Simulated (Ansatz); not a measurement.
# C2H4AlB: the cost of one run

Program: Ansatz 0.2.0. Level of theory: RKS r2SCAN/def2-SVP. These are calculated values, not measurements.

### 1 The starting structure

Bond lengths: C1–C2 1.212 Å, C2–B3 1.495 Å, B3–Al4 2.091 Å, C1–H5 1.053 Å, B3–H6 1.178 Å, Al4–H7 1.567 Å, Al4–H8 1.566 Å. Angles: C1–C2–B3 175.7°, C2–C1–H5 177.9°, C2–B3–Al4 109.0°, C2–B3–H6 117.8°, Al4–B3–H6 133.3°, B3–Al4–H7 120.3°, B3–Al4–H8 128.8°, H7–Al4–H8 111.0°.

As a file:

```xyz
8

C    -0.3255    0.9923   -1.9634
C     0.0734    0.9070   -0.8222
B     0.5204    0.6989    0.5888
Al   -0.0548   -1.2132    1.2094
H    -0.6571    1.1019   -2.9563
H     1.0946    1.5809    1.1183
H    -0.7999   -2.1744    0.2205
H     0.1488   -1.8935    2.6049
```

### 2 End point A

The input, input.yaml:

```yaml
crystal:
  periodic: [false, false, false]
  atoms:
    - { symbol: C, position_ang: [-0.32549, 0.99231, -1.96336] }
    - { symbol: C, position_ang: [0.07343, 0.90695, -0.82215] }
    - { symbol: B, position_ang: [0.5204, 0.69894, 0.58877] }
    - { symbol: Al, position_ang: [-0.05478, -1.21318, 1.20936] }
    - { symbol: H, position_ang: [-0.65708, 1.10195, -2.95629] }
    - { symbol: H, position_ang: [1.09458, 1.58091, 1.11826] }
    - { symbol: H, position_ang: [-0.79989, -2.17443, 0.22051] }
    - { symbol: H, position_ang: [0.14882, -1.89345, 2.60489] }
basis:
  gaussian: { orbitals: def2-SVP }
hamiltonian:
  xc: r2scan
relax:
  f_tol: 0.02
  max_steps: 50
```

Run with:

```
ansatz run input.yaml --threads 2 --pin off --max-ram 3072MiB --backend cpu --events-out ev --progress --plain --runs-dir out
```

What time and memory should one allow on 2 threads of Arm Neoverse V1, shared host?

About 43 s, with a peak of 0.16 GiB.
